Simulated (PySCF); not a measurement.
# VO₂⁻: triplet, from a linear start

Aim: relax VO₂⁻ as a triplet from a linear start, check by its vibrations whether the end is a minimum, and collect its spectrum and constants.

Method: PBE, basis V def2-SVPD, O def2-SVPD, no relativity, density fitting; program: PySCF 2.14.0.

### Step 1. The starting structure

3 atoms, charge -1, spin multiplicity 3.

Bond lengths: V1–O2 1.690 Å, V1–O3 1.690 Å. Angles: O2–V1–O3 180.0°.

Coordinates in bohr (charge -1 multiplicity 3):
```
V     0.0000    0.0000    0.0000
O     0.0000    0.0000    3.1936
O     0.0000    0.0000   -3.1936
```

### Step 2. Relaxation: linear start, triplet

One driver script runs all steps and calls PySCF; scf.py shows how it sets up the SCF of each step. The optimiser is the driver's own. Before each start the driver seeks the lowest SCF state from one or more starting densities and follows internal instabilities, so scf.py alone need not reach the same state.

The program finds D∞h symmetry in the start, which this walk keeps.

Contents of scf.py:

```python
from pyscf import gto, scf, dft
mol = gto.M(atom='''
V      0.000000     0.000000     0.000000
O      0.000000     0.000000     1.690000
O      0.000000     0.000000    -1.690000''',
    basis={'V': 'def2-SVPD', 'O': 'def2-SVPD'},
    charge=-1, spin=2)
mf = dft.UKS(mol, xc='PBE')
mf.grids.atom_grid = (50, 194)
aux = {'V': 'def2-universal-JKFIT', 'O': 'def2-universal-JKFIT'}
mf = mf.density_fit(auxbasis=aux)
mf.kernel()
```

Energy and gradient, step by step:

| step | energy (Eh) | change (kJ/mol) | largest symmetric gradient (Eh/bohr) |
| --- | --- | --- | --- |
| 0 | -1093.929337 | 0.00 | 0.02193 |
| 1 | -1093.930478 | -3.00 | 0.00024 |
| 2 | -1093.930478 | -3.00 | 0.00001 |

The walk ran for 3.4 s (4 threads, shared host).

End point (D∞h, 2 steps, 3.0 kJ/mol gained): V–O 1.718 Å (×2); O–V–O 180.0°.

### Step 3. Vibrations and properties at this point

The point is checked on the finer grid, and tightened if its gradient asks for it. The Hessian and the dipole derivatives come from central differences of analytic gradients, with steps of 0.01 bohr.

Edit scf.py of step 2 so:

```diff
@@ -3,3 +3,3 @@
-V      0.000000     0.000000     0.000000
-O      0.000000     0.000000     1.690000
-O      0.000000     0.000000    -1.690000''',
+V     -0.000000    -0.000000     0.000000
+O     -0.000000    -0.000000     1.717996
+O      0.000000     0.000000    -1.717996''',
@@ -9 +9 @@
-mf.grids.atom_grid = (50, 194)
+mf.grids.atom_grid = (75, 302)
```

This SCF starts from the last density.

SCF at the final geometry:

```text
init E= -1093.93031237684
[... the frontier-level lines of each cycle are left out ...]
cycle= 1 E= -1093.93031237684  delta_E= -6.37e-12  |g|= 5.04e-06  |ddm|= 1.8e-05
Extra cycle  E= -1093.9303123752  delta_E= 1.64e-09  |g|= 5.79e-05  |ddm|= 0.000135
SCF not converged.
init E= -1093.93031237684
cycle= 1 E= -1093.93031237685  delta_E= -1.68e-11  |g|= 1.88e-06  |ddm|= 1.2e-05
Extra cycle  E= -1093.93031237673  delta_E= 1.21e-10  |g|= 1.58e-05  |ddm|= 3.22e-05
converged SCF energy = -1093.93031237673  <S^2> = 2.0291291  2S+1 = 3.0193569
```

The whole step took 14 s.

Geometry: D∞h; V–O 1.718 Å (×2); O–V–O 180.0°.

Harmonic modes (main isotopes):

```csv
ω (cm⁻¹),IR (km/mol),μ (u),type
252i,95.0,21.75,bend
241i,3.1,21.75,bend
794,0.0,15.99,stretch
826,786,21.75,stretch
```

2 modes are imaginary, the largest at 252i cm⁻¹: a saddle point, not a minimum.

Here the density breaks the symmetry of the frame, and no labels are given; pairs that should be degenerate can split.

Properties at this point:

- Dipole moment about the centre of mass: 0.00 D
- Highest occupied level: 0.93 eV
- Lowest empty level: 1.12 eV
- Rotational constants: 0.1785 cm⁻¹
- Zero-point energy (real modes): 9.7 kJ/mol
- Principal polarisabilities: 71.8, 75.2, 92.5 bohr³
- Principal traceless quadrupole moments about the centre of mass: -24.09, 10.21, 13.88 D Å
- Spin squared ⟨S²⟩: 2.029

Populations by atom (charges in e):

| atom | Mulliken | Löwdin | polar tensor | spin (Mulliken) | Mayer order to V1 |
| --- | --- | --- | --- | --- | --- |
| V1 | 0.99 | 0.89 | 1.26 | 2.37 | – |
| O2,3 | -1.00 | -0.95 | -1.13 | -0.19 | 1.29 |

Mulliken populations on V1: s 6.50, p 12.19, d 3.30, f 0.02.

### Step 4. Downhill along the imaginary mode

The atoms are moved a little along the softest imaginary mode and relaxed again.

The program finds C2v symmetry in the start, which this walk keeps.

Edit scf.py of step 3 so:

```diff
@@ -3,3 +3,3 @@
-V     -0.000000    -0.000000     0.000000
-O     -0.000000    -0.000000     1.717996
-O      0.000000     0.000000    -1.717996''',
+V      0.014338    -0.073976    -0.000000
+O     -0.022834     0.117808     1.717996
+O     -0.022834     0.117808    -1.717996''',
@@ -9 +9 @@
-mf.grids.atom_grid = (75, 302)
+mf.grids.atom_grid = (50, 194)
```

The optimiser's trace:

| step | energy (Eh) | change (kJ/mol) | largest symmetric gradient (Eh/bohr) |
| --- | --- | --- | --- |
| 0 | -1093.933251 | 0.00 | 0.01274 |
| 1 | -1093.936660 | -8.95 | 0.02094 |
| 2 | -1093.942436 | -24.11 | 0.02272 |
| 3 | -1093.950050 | -44.10 | 0.02531 |
| 4 | -1093.956139 | -60.09 | 0.06614 |
| 5 | -1093.964721 | -82.62 | 0.02074 |
| 6 | -1093.967055 | -88.75 | 0.00564 |
| 7 | -1093.967773 | -90.64 | 0.00112 |
| 8 | -1093.967776 | -90.65 | 0.00018 |

The walk took 21 s.

After 8 steps and 90.6 kJ/mol it ends at C2v: V–O 1.648 Å (×2); O–V–O 117.8°.

### Step 5. Hessian and properties

As before: finer grid, then central differences.

Edit scf.py of step 4 so:

```diff
@@ -3,3 +3,3 @@
-V      0.014338    -0.073976    -0.000000
-O     -0.022834     0.117808     1.717996
-O     -0.022834     0.117808    -1.717996''',
+V      0.061953    -0.319634    -0.000000
+O     -0.099255     0.512092     1.414644
+O     -0.099255     0.512092    -1.414644''',
@@ -9 +9 @@
-mf.grids.atom_grid = (50, 194)
+mf.grids.atom_grid = (75, 302)
```

SCF at the final geometry:

```text
init E= -1093.96755785154
[... the frontier-level lines of each cycle are left out ...]
cycle= 1 E= -1093.96755785021  delta_E= 1.34e-09  |g|= 5.81e-05  |ddm|= 7.22e-05
cycle= 2 E= -1093.96755777597  delta_E= 7.42e-08  |g|= 0.000438  |ddm|= 0.000435
cycle= 3 E= -1093.96755785149  delta_E= -7.55e-08  |g|= 1.24e-05  |ddm|= 0.000356
cycle= 4 E= -1093.96755785156  delta_E= -6.84e-11  |g|= 4.34e-06  |ddm|= 2.43e-05
Extra cycle  E= -1093.96755785136  delta_E= 2.07e-10  |g|= 2.25e-05  |ddm|= 1.88e-05
converged SCF energy = -1093.96755785136  <S^2> = 2.0195525  2S+1 = 3.0130068
```

The whole step took 12 s.

Geometry: C2v; V–O 1.649 Å (×2); O–V–O 118.2°.

Harmonic modes (main isotopes):

```tsv
symmetry	ω (cm⁻¹)	IR (km/mol)	μ (u)
a1	295	0.1	18.63
b2	917	346	20.42
a1	918	174	18.25
```

All wavenumbers are real: a minimum.

Properties at this point:

- Dipole moment about the centre of mass: 1.45 D
- Highest occupied level: 0.92 eV
- Lowest empty level: 1.58 eV
- Rotational constants: 1.195, 0.2633, 0.2158 cm⁻¹
- Zero-point energy: 12.7 kJ/mol
- Principal polarisabilities: 90.2, 101.3, 111.8 bohr³
- Principal traceless quadrupole moments about the centre of mass: -9.33, 2.87, 6.46 D Å
- Entropy at 298.15 K and 1 bar (electronic part: spin only): 269.4 J/(mol K)
- Heat capacity Cp at 298.15 K: 44.3 J/(mol K)
- Enthalpy at 298.15 K above 0 K: 11.30 kJ/mol
- Rotational symmetry number: 2
- Spin squared ⟨S²⟩: 2.020

Charges (e) and bond orders:

```csv
atom,Mulliken,Löwdin,polar tensor,spin (Mulliken),Mayer order to V1
V1,0.48,0.57,0.76,2.48,–
"O2,3",-0.74,-0.79,-0.88,-0.24,1.37
```

Mulliken populations on V1: s 6.80, p 12.42, d 3.29, f 0.02.

### Step 6. All stationary points

| spin | group | bonds | imaginary modes (cm⁻¹) | ΔE (kJ/mol) | with zero-point energy |
| --- | --- | --- | --- | --- | --- |
| triplet | C2v | V–O 1.649 Å (×2) | none | 0.0 | 0.0 |
| triplet | D∞h (density of lower symmetry) | V–O 1.718 Å (×2) | 252i, 241i | 97.8 | – |

### Step 7. Summary of results

| quantity | value |
| --- | --- |
| minimum | triplet, C2v |
| geometry | V–O 1.649 Å (×2); O–V–O 118.2° |
| wavenumbers (cm⁻¹) | 295 (a1), 917 (b2), 918 (a1) |
| dipole moment (centre of mass) | 1.45 D |
| highest occupied, lowest empty level (either spin) | 0.92, 1.58 eV |
| polar-tensor charge of V1 | +0.76 e |
| zero-point energy | 12.7 kJ/mol |
| entropy at 298.15 K | 269.4 J/(mol K) |
| ⟨S²⟩ | 2.020 |

In words: From D∞h at the start the molecule goes to a C2v minimum, after a stop at a second-order saddle point 97.8 kJ/mol higher, from which it was pushed off along an imaginary mode. In the infrared the band at 917 cm⁻¹ (b2, stretch) leads. Most of the spin sits on V1 (Mulliken spin 2.48, against 2 for the whole molecule). Other starts or spin states, not run here, may lie lower. A highest occupied level above zero is common for anions with such functionals; it warns that the extra electron is poorly described. One determinant may miss the lowest occupation of an open d or f shell.

The search up to here ran for 72 s (4 threads, shared host).
